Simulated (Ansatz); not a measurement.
# MgCd2O3: a trial structure relaxed

Where does this trial cell of MgCd2O3 go when cell and atoms are let free?

Computed with Ansatz 0.2.0 (DFT PBE, scalar-relativistic, plane waves, PAW, unless a step's input says otherwise).

**1. The structure to begin with**

The structure is trigonal, space group P-3m1 (No. 164). Conventional cell: a = 3.516 Å, b = 3.516 Å, c = 8.612 Å, α = 90.00°, β = 90.00°, γ = 120.00°. Mg (site symmetry -3m) is surrounded by 6 O at 2.49 Å. Around Cd (site symmetry 3m) lie 6 O at 2.49 Å. O (site symmetry 3m) has 3 Cd at 2.49 Å and 3 Mg at 2.49 Å as nearest neighbours. O (site symmetry -3m) is surrounded by 6 Cd at 2.49 Å.

Coordinates:

```
CELL_PARAMETERS angstrom
3.51574 0.00000 0.00000
-1.75787 3.04472 0.00000
0.00000 0.00000 8.61178
ATOMIC_POSITIONS crystal
Mg 0.00000 0.00000 0.00000
Cd 0.33333 0.66667 0.33333
Cd 0.66667 0.33333 0.66667
O 0.33333 0.66667 0.83333
O 0.66667 0.33333 0.16667
O 0.00000 0.00000 0.50000
```

The start is an ordering of an alloy on its end members' structure types: elements ordered on the sites of the MgO type, Cd/Mg on Mg (P-3m1, No. 164).

**2. The guess as it stands, on a coarse mesh**

input.yaml reads:

```yaml
crystal:
  lattice:
    - [3.51574319, 0.0, 0.0]
    - [-1.75787159, 3.04472291, 0.0]
    - [0.0, 0.0, 8.61177688]
  atoms:
    - { symbol: Mg, position: [0.0, 0.0, 0.0] }
    - { symbol: Cd, position: [0.33333333, 0.66666667, 0.33333333] }
    - { symbol: Cd, position: [0.66666667, 0.33333333, 0.66666667] }
    - { symbol: O, position: [0.33333333, 0.66666667, 0.83333333] }
    - { symbol: O, position: [0.66666667, 0.33333333, 0.16666667] }
    - { symbol: O, position: [0.0, 0.0, 0.5] }
basis:
  ecutwfc: 420
kpoints:
  mp_grid: { grid: [6, 6, 2] }
hamiltonian:
  xc: pbe
scf:
  occupations: { method: gaussian, width: 0.1 }
  lower_state_search: "off"
output:
  forces: true
  stress: true
  eigenvalues: true
```

Command:

```bash
$ ansatz run input.yaml --threads 1 --pin off --max-ram 2560MiB --backend cpu --events-out ev --progress --plain --runs-dir out
```

Further runs follow: spin check on a coarse mesh; coarse relaxation; relaxation on the finer mesh.

Before running it: what results should come out? Wanted: conventional cell; volume; energy over the elements; gap on the mesh.

As calculated:

| quantity | value |
| --- | --- |
| symmetry at the end (tolerance 0.02 Å) | space group P-3m1 (No. 164) |
| conventional cell | a = 3.239 Å, b = 3.239 Å, c = 8.090 Å, α = 90.00°, β = 90.00°, γ = 120.00° |
| volume | 12.25 Å³/atom |
| energy over the elements (uncorrected; H, N, O, F and Cl as molecules) | -1.52 eV/atom |
| gap on the mesh | 0.60 eV |

**Reading.** The space group P-3m1 (No. 164) is kept, and the volume per atom shrinks by 20.3 % from the first guess. It lies below the elements, which doesn't yet make it stable: competing phases were not computed in this session. No finished test with a distortion of lower symmetry is shown, so the end may be a saddle point. Other magnetic orders were not searched.
